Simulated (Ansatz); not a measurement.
# C2H6AlNO: the cost of one run

Method: RHF/def2-SVP, in Ansatz 0.2.0.

### 1 The structure to begin with

Bond lengths: N1–Al2 1.843 Å, Al2–C3 1.947 Å, C3–C4 1.582 Å, Al2–O5 1.865 Å, C4–O5 1.373 Å, N1–H6 1.064 Å, N1–H7 1.052 Å, C3–H8 1.038 Å, C3–H9 1.168 Å, C4–H10 1.071 Å, C4–H11 1.138 Å. Angles (14 of 19 angles, heavy atoms first): N1–Al2–C3 130.7°, N1–Al2–O5 133.4°, C3–Al2–O5 74.5°, Al2–C3–C4 86.7°, C3–C4–O5 102.5°, Al2–O5–C4 96.4°, Al2–N1–H6 110.9°, Al2–N1–H7 109.1°, Al2–C3–H8 115.1°, Al2–C3–H9 110.6°, C4–C3–H8 115.4°, C4–C3–H9 109.8°, C3–C4–H10 110.7°, C3–C4–H11 104.0°.

As a file:

```xyz
11

N    -0.9590    2.3612    0.0995
Al    0.2372    0.9695    0.2725
C    -0.0600   -0.9352    0.5431
C     1.0351   -1.1705   -0.5738
O     1.3862    0.1112   -0.9192
H    -1.5392    2.4761    0.9837
H    -1.6600    2.1208   -0.6477
H    -1.0148   -1.2690    0.3090
H     0.3541   -1.2731    1.5819
H     1.8270   -1.7897   -0.2037
H     0.4587   -1.6584   -1.4246
```

### 2 Relaxing end A

input.yaml reads:

```yaml
crystal:
  periodic: [false, false, false]
  atoms:
    - { symbol: "N", position_ang: [-0.959, 2.3612, 0.0995] }
    - { symbol: Al, position_ang: [0.2372, 0.9695, 0.2725] }
    - { symbol: C, position_ang: [-0.06, -0.9352, 0.5431] }
    - { symbol: C, position_ang: [1.0351, -1.1705, -0.5738] }
    - { symbol: O, position_ang: [1.3862, 0.1112, -0.9192] }
    - { symbol: H, position_ang: [-1.5392, 2.4761, 0.9837] }
    - { symbol: H, position_ang: [-1.66, 2.1208, -0.6477] }
    - { symbol: H, position_ang: [-1.0148, -1.269, 0.309] }
    - { symbol: H, position_ang: [0.3541, -1.2731, 1.5819] }
    - { symbol: H, position_ang: [1.827, -1.7897, -0.2037] }
    - { symbol: H, position_ang: [0.4587, -1.6584, -1.4246] }
basis:
  gaussian: { orbitals: def2-SVP }
hamiltonian:
  xc: hf
relax:
  f_tol: 0.015
  max_steps: 40
```

Started as:

```sh
$ ansatz run input.yaml --threads 1 --pin off --max-ram 2048MiB --backend cpu --events-out ev --progress --plain --runs-dir out
```

**Question.** How long does this run take on 1 thread of Intel Xeon at 2.70GHz, shared host, and how much memory does it need?

About 40 s, with a peak of 0.21 GiB.
